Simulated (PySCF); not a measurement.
# C5H8Si: the cost of one run

The runs use PySCF 2.14.0, with density-fitted response routines of our own; the level of theory stands in each step. All values are computed, except where a source is named. Atoms are numbered from 0 throughout.

## Step 1: Starting geometry

14 atoms, charge 0, multiplicity 1; geometry from: GFN2-xTB. The atoms were then displaced at random by about 0.01 Å, so the start is not that level's minimum.

Bonds of the start (Å): Si0–C1 1.88, C1–C2 1.49, C2–C3 1.36, C3–C4 1.43, C4–C5 1.34, C5–C3 1.43, Si0–H6 1.45, Si0–H7 1.49, Si0–H8 1.50, C1–H9 1.10, C1–H10 1.10, C2–H11 1.07, C4–H12 1.04, C5–H13 1.06.

## Step 2: Optimising the geometry at PBE0-D3(BJ)/def2-SVP

What the job is given:

```
{"job": {"xc": "PBE0", "basis": "def2-SVP", "d3": "d3bj", "grid": 1, "shake": 0.01, "kind": "geom"}, "charge": 0, "multiplicity": 1}
Si    -2.328350     0.466520    -0.147860
C     -0.794180     0.307700     0.924860
C      0.260460    -0.477340     0.219160
C      1.445080     0.044390    -0.188770
C      2.714050    -0.026940    -0.834250
C      2.337940     1.155680    -0.341490
H     -2.853020    -0.835940    -0.503110
H     -1.993890     1.229800    -1.378360
H     -3.377710     1.228770     0.615210
H     -0.403800     1.295930     1.197540
H     -1.059180    -0.188830     1.872700
H      0.074830    -1.520030     0.058240
H      3.423020    -0.595500    -1.332170
H      2.547600     2.180750    -0.169430
```

Run with:

```console
OMP_NUM_THREADS=1 python probes_run.py task.json out
```

The driver reads the jobs from task.json and runs them one after another.

Q: Estimate the wall time and peak memory of this first job on 1 thread of Intel Xeon Platinum 8259CL at 2.50GHz, shared host.

About 55 s, with a peak of 0.5 GiB.
